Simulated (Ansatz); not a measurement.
# CH₉BSi₃: one species, many methods

The task here is to estimate one member of a computed series from the others.

Method: functionals in def2-TZVPP, the program's frozen cores in correlated methods; program: Ansatz 0.2.0, Gaussian basis.

The runs, in order: LDA (SPW92), PBE-D4, revPBE-D4, BLYP-D4, r2SCAN-D4, B97M-V, PBE0-D4, B3LYP-D4, r2SCANh-D4, r2SCAN0-D4, HSE06-D4, BHLYP-D4, CAM-B3LYP-D4, LC-ωPBE, ωB97X-V, ωB97M-V, B2PLYP, PBE-QIDH; CCSD(T)/def2-SVP; CCSD(T)/def2-TZVPP; MP2/def2-QZVPP; extrapolation to the limit; RPA on PBE.

### The relaxed structure

All runs share one geometry, relaxed beforehand with PBE0-D4 in a triple-zeta def2 set.

14 atoms, charge 0, spin multiplicity 1.

Atoms are counted from 1 here; the program's logs count them from 0.

Bond lengths: Si1–Si2 2.345 Å, Si1–H6 1.488 Å, Si1–H7 1.488 Å, Si1–H8 1.488 Å, Si2–B3 1.978 Å, Si2–H9 1.493 Å, Si2–H10 1.491 Å, B3–C4 1.489 Å, B3–Si5 1.905 Å, C4–Si5 2.022 Å, C4–H11 1.089 Å, C4–H12 1.094 Å, Si5–H13 1.480 Å, Si5–H14 1.486 Å. Angles: Si2–Si1–H6 110.3°, Si2–Si1–H7 110.8°, Si2–Si1–H8 110.3°, H6–Si1–H7 108.5°, H6–Si1–H8 108.4°, H7–Si1–H8 108.4°, Si1–Si2–B3 106.8°, Si1–Si2–H9 108.2°, Si1–Si2–H10 107.6°, B3–Si2–H9 113.8°, B3–Si2–H10 112.0°, H9–Si2–H10 108.3°, Si2–B3–C4 135.9°, Si2–B3–Si5 138.7°, C4–B3–Si5 71.9°, B3–C4–Si5 63.6°, B3–C4–H11 123.0°, B3–C4–H12 124.3° and more.

Set-up of the first run:

Contents of in.yaml:

```yaml
crystal:
  periodic: [false, false, false]
  atoms:
    - {symbol: Si, position_ang: [-2.105546, 1.465197, 1.086024]}
    - {symbol: Si, position_ang: [-0.619765, 1.061034, -0.683007]}
    - {symbol: B, position_ang: [0.473649, -0.502652, -0.163445]}
    - {symbol: C, position_ang: [0.756680, -1.847358, -0.737229]}
    - {symbol: Si, position_ang: [2.299353, -0.920609, 0.184480]}
    - {symbol: H, position_ang: [-1.354058, 1.720270, 2.344620]}
    - {symbol: H, position_ang: [-2.960615, 2.648862, 0.797829]}
    - {symbol: H, position_ang: [-2.989903, 0.287096, 1.298366]}
    - {symbol: H, position_ang: [-1.420731, 0.850694, -1.924775]}
    - {symbol: H, position_ang: [0.209985, 2.286324, -0.862978]}
    - {symbol: H, position_ang: [0.453048, -2.138702, -1.741111]}
    - {symbol: H, position_ang: [1.021006, -2.727596, -0.143058]}
    - {symbol: H, position_ang: [2.806766, -1.980472, 1.083948]}
    - {symbol: H, position_ang: [3.417231, -0.231188, -0.510864]}
basis:
  gaussian: {orbitals: def2-TZVPP}
hamiltonian: {xc: lda}
output: {orbitals: {seedname: orbitals}}
```

On the command line:

```console
> ansatz run in.yaml --threads 4 --pin off --events-out ev --progress --plain --max-ram 10444MiB
```

Among the steps run: LDA; PBE-D4 (GGA); revPBE-D4 (GGA); BLYP-D4 (GGA); r2SCAN-D4 (meta-GGA); B97M-V (meta-GGA); B3LYP-D4 (hybrid); r2SCANh-D4 (hybrid); r2SCAN0-D4 (hybrid); HSE06-D4 (hybrid); BHLYP-D4 (hybrid); CAM-B3LYP-D4 (range-separated); LC-ωPBE (range-separated); ωB97X-V (range-separated); ωB97M-V (range-separated); B2PLYP (double hybrid); PBE-QIDH (double hybrid).

One table of the session follows, with a row left open; its other results are not shown here.

It belongs to the step «Orbital energies across the functionals». 

```
  functional  HOMO (eV)  LUMO (eV)  gap (eV)
 LDA (SPW92)      -5.99      -3.02      2.98
      PBE-D4      -5.87      -2.84      3.04
   revPBE-D4      -5.82      -2.76      3.07
     BLYP-D4      -5.71      -2.63      3.08
   r2SCAN-D4      -6.04      -2.67      3.38
      B97M-V      -6.13      -2.71      3.42
     PBE0-D4          ?          ?         ?
    B3LYP-D4      -6.66      -2.12      4.55
  r2SCANh-D4      -6.41      -2.36      4.05
  r2SCAN0-D4      -6.97      -1.90      5.07
    HSE06-D4      -6.47      -2.36      4.11
    BHLYP-D4      -7.70      -0.95      6.76
CAM-B3LYP-D4      -8.07      -0.84      7.23
     LC-ωPBE      -9.35       0.18      9.54
     ωB97X-V      -9.04       0.11      9.15
     ωB97M-V      -8.89      -0.08      8.82
```

Estimate the missing values for PBE0-D4.

The run gave: HOMO (eV): -6.86; LUMO (eV): -1.98; gap (eV): 4.88. In the column «HOMO (eV)» it lies between r2SCAN0-D4 (-6.97) and B3LYP-D4 (-6.66).
